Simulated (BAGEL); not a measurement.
**HF/STO-3G (density fitting with qzvpp-jkfit) run of CH4AlFS (SMILES [CH3][Al]([F])[SH])**

Aim: the energy change on altering one bond length of CH4AlFS at HF/STO-3G (density fitting with qzvpp-jkfit), from 2 runs. 

The results are computed with BAGEL 1.2.2.

5 further runs of the same task are left out: 2 that didn't finish, 3 set aside as unsound or not needed. Runs told in other sessions of the task aren't counted.

**1. Starting point**

CH4AlFS has 8 atoms, charge 0, and is taken as a singlet. SMILES: `[CH3][Al]([F])[SH]`. Geometry: relaxed at PBE0-D4/def2-TZVP. This is one conformer, not always the lowest.

Bond lengths: C1–Al2 1.934 Å, Al2–F3 1.650 Å, Al2–S4 2.176 Å, C1–H5 1.092 Å, C1–H6 1.094 Å, C1–H7 1.094 Å, S4–H8 1.344 Å. Angles: C1–Al2–F3 120.1°, C1–Al2–S4 125.7°, F3–Al2–S4 114.2°, Al2–C1–H5 112.6°, Al2–C1–H6 110.4°, Al2–C1–H7 110.5°, Al2–S4–H8 92.4°, H5–C1–H6 108.1°, H5–C1–H7 108.2°, H6–C1–H7 106.9°.

**2. The energy at HF/STO-3G (density fitting with qzvpp-jkfit)**

Input file input.json:

```json
{ "bagel" : [

{
  "title" : "molecule",
  "basis" : "sto-3g",
  "df_basis" : "qzvpp-jkfit",
  "angstrom" : true,
  "geometry" : [
    { "atom" : "C", "xyz" : [   -0.164800,    1.144700,   -0.030300 ] },
    { "atom" : "Al", "xyz" : [    0.702600,   -0.583900,   -0.058200 ] },
    { "atom" : "F", "xyz" : [    2.341300,   -0.684100,   -0.222200 ] },
    { "atom" : "S", "xyz" : [   -0.295900,   -2.510100,    0.113800 ] },
    { "atom" : "H", "xyz" : [   -1.250400,    1.067300,    0.056300 ] },
    { "atom" : "H", "xyz" : [    0.201100,    1.741800,    0.810100 ] },
    { "atom" : "H", "xyz" : [    0.065400,    1.703100,   -0.942200 ] },
    { "atom" : "H", "xyz" : [   -1.507100,   -1.935800,    0.216800 ] }
  ]
},
{ "title" : "hf" },
{ "title" : "print", "file" : "orbitals.molden", "orbitals" : true }

]}
```

Run with:

```sh
$ BAGEL_NUM_THREADS=1 BAGEL input.json > input.out
```

Output:

```text
* using 1 threads per process

  ===============================================================
  ===============================================================

  *** Geometry ***

  { "atom" : "C", "xyz" : [     -0.311427,      2.163169,     -0.057259 ] },
  { "atom" : "Al", "xyz" : [      1.327722,     -1.103411,     -0.109982 ] },
  { "atom" : "F", "xyz" : [      4.424416,     -1.292762,     -0.419897 ] },
  { "atom" : "S", "xyz" : [     -0.559170,     -4.743402,      0.215051 ] },
  { "atom" : "H", "xyz" : [     -2.362914,      2.016905,      0.106392 ] },
  { "atom" : "H", "xyz" : [      0.380024,      3.291525,      1.530867 ] },
  { "atom" : "H", "xyz" : [      0.123588,      3.218393,     -1.780500 ] },
  { "atom" : "H", "xyz" : [     -2.848006,     -3.658132,      0.409693 ] },

  Number of auxiliary basis functions:      480

  Since a DF basis is specified, we compute 2- and 3-index integrals:
    o Being stored without compression. Storage requirement is 0.004 GB

  Number of basis functions:       32
  Number of electrons      :       48

    * METHOD: MOLECULE                             0.17

  *** RHF ***

  === Nuclear Repulsion ===
   195.5365090362

      * DIIS with orbital gradients will be used.

  === RHF iteration (sto-3g) ===
      0       -769.96148750          0.01494949           0.02
      1       -770.05842305          0.00356197           0.02
      2       -770.06347676          0.00080319           0.02
      3       -770.06389483          0.00016284           0.02
      4       -770.06391215          0.00005478           0.02
      5       -770.06391448          0.00001194           0.02
      6       -770.06391458          0.00000198           0.02
      7       -770.06391458          0.00000050           0.02
      8       -770.06391459          0.00000009           0.02
      9       -770.06391459          0.00000002           0.02
     10       -770.06391458          0.00000001           0.02
    * SCF iteration converged.

    * Permanent dipole moment:
           (    0.324260,    -0.572584,    -0.011855) a.u.

    * METHOD: HF                                   0.35

    * METHOD: PRINT                                0.00

  ===============================================================
```

Run time: 0.69 s. Hardware: 1 thread of Arm Neoverse V1, shared host; peak memory 0.083 GiB.

**3. The distorted shape**

Input file input.json:

```json
{ "bagel": [

{
  "title": "molecule",
  "basis": "sto-3g",
  "df_basis": "qzvpp-jkfit",
  "angstrom": true,
  "geometry": [
    { "atom": "C", "xyz": [    0.804128,    0.685275,   -0.112697 ] },
    { "atom": "Al", "xyz": [    1.671528,   -1.043325,   -0.140597 ] },
    { "atom": "F", "xyz": [    3.310228,   -1.143525,   -0.304597 ] },
    { "atom": "S", "xyz": [    0.673028,   -2.969525,    0.031403 ] },
    { "atom": "H", "xyz": [   -0.281472,    0.607875,   -0.026097 ] },
    { "atom": "H", "xyz": [    1.170028,    1.282375,    0.727703 ] },
    { "atom": "H", "xyz": [    1.034328,    1.243675,   -1.024597 ] },
    { "atom": "H", "xyz": [   -1.507100,   -1.935800,    0.216800 ] }
  ]
},
{
  "title": "hf"
},
{
  "title": "print",
  "file": "orbitals.molden",
  "orbitals": true
}

]}
```

Run with:

```sh
$ BAGEL_NUM_THREADS=1 BAGEL input.json > input.out
```

Output:

```text
* using 1 threads per process

  ===============================================================
  ===============================================================

  *** Geometry ***

  { "atom" : "C", "xyz" : [      1.519582,      1.294982,     -0.212966 ] },
  { "atom" : "Al", "xyz" : [      3.158730,     -1.971599,     -0.265690 ] },
  { "atom" : "F", "xyz" : [      6.255424,     -2.160949,     -0.575605 ] },
  { "atom" : "S", "xyz" : [      1.271839,     -5.611589,      0.059343 ] },
  { "atom" : "H", "xyz" : [     -0.531905,      1.148717,     -0.049316 ] },
  { "atom" : "H", "xyz" : [      2.211032,      2.423338,      1.375159 ] },
  { "atom" : "H", "xyz" : [      1.954597,      2.350205,     -1.936208 ] },
  { "atom" : "H", "xyz" : [     -2.848006,     -3.658132,      0.409693 ] },

  Number of auxiliary basis functions:      480

  Since a DF basis is specified, we compute 2- and 3-index integrals:
    o Being stored without compression. Storage requirement is 0.004 GB

  Number of basis functions:       32
  Number of electrons      :       48

    * METHOD: MOLECULE                             0.17

  *** RHF ***

  === Nuclear Repulsion ===
   191.9345050444

      * DIIS with orbital gradients will be used.

  === RHF iteration (sto-3g) ===
      0       -769.69599319          0.01696809           0.02
      1       -769.79277398          0.00876078           0.02
      2       -769.82617145          0.00189933           0.02
      3       -769.82791942          0.00042641           0.02
      4       -769.82804196          0.00011480           0.02
      5       -769.82805624          0.00004060           0.02
      6       -769.82805851          0.00001555           0.02
      7       -769.82805884          0.00000699           0.02
      8       -769.82805892          0.00000166           0.02
      9       -769.82805892          0.00000073           0.02
     10       -769.82805892          0.00000020           0.02
     11       -769.82805892          0.00000005           0.02
     12       -769.82805892          0.00000002           0.02
     13       -769.82805892          0.00000001           0.02
     14       -769.82805892          0.00000001           0.02
    * SCF iteration converged.

    * Permanent dipole moment:
           (   -0.197434,    -0.389957,     0.034895) a.u.

    * METHOD: HF                                   0.44

    * METHOD: PRINT                                0.00

  ===============================================================
```

It took 0.77 s on 1 thread of Arm Neoverse V1, shared host; peak memory 0.083 GiB.

**4. Results**

Level: HF/STO-3G (density fitting with qzvpp-jkfit).

| quantity | value |
| --- | --- |
| first shape: total energy | -770.06391 Eh |
| first shape: dipole moment | 1.67 D |
| first shape: HOMO energy | -6.86 eV |
| first shape: LUMO energy | 9.11 eV |
| first shape: HOMO–LUMO gap | 15.97 eV |
| distorted shape: total energy | -769.82806 Eh |
| distorted shape: dipole moment | 1.11 D |
| distorted shape: HOMO energy | -6.23 eV |
| distorted shape: LUMO energy | 3.45 eV |
| distorted shape: HOMO–LUMO gap | 9.67 eV |
| energy change with the S4–H8 bond stretched from 1.344 to 2.420 Å | 6.418 eV |

**Reading.** With the S4–H8 bond stretched from 1.344 to 2.420 Å the energy rises by 6.42 eV (148 kcal/mol). The first shape isn't relaxed at this level, so the change isn't measured from a minimum. A restricted reference can't describe the breaking bond well at this length. The minimal basis adds a large error of its own.
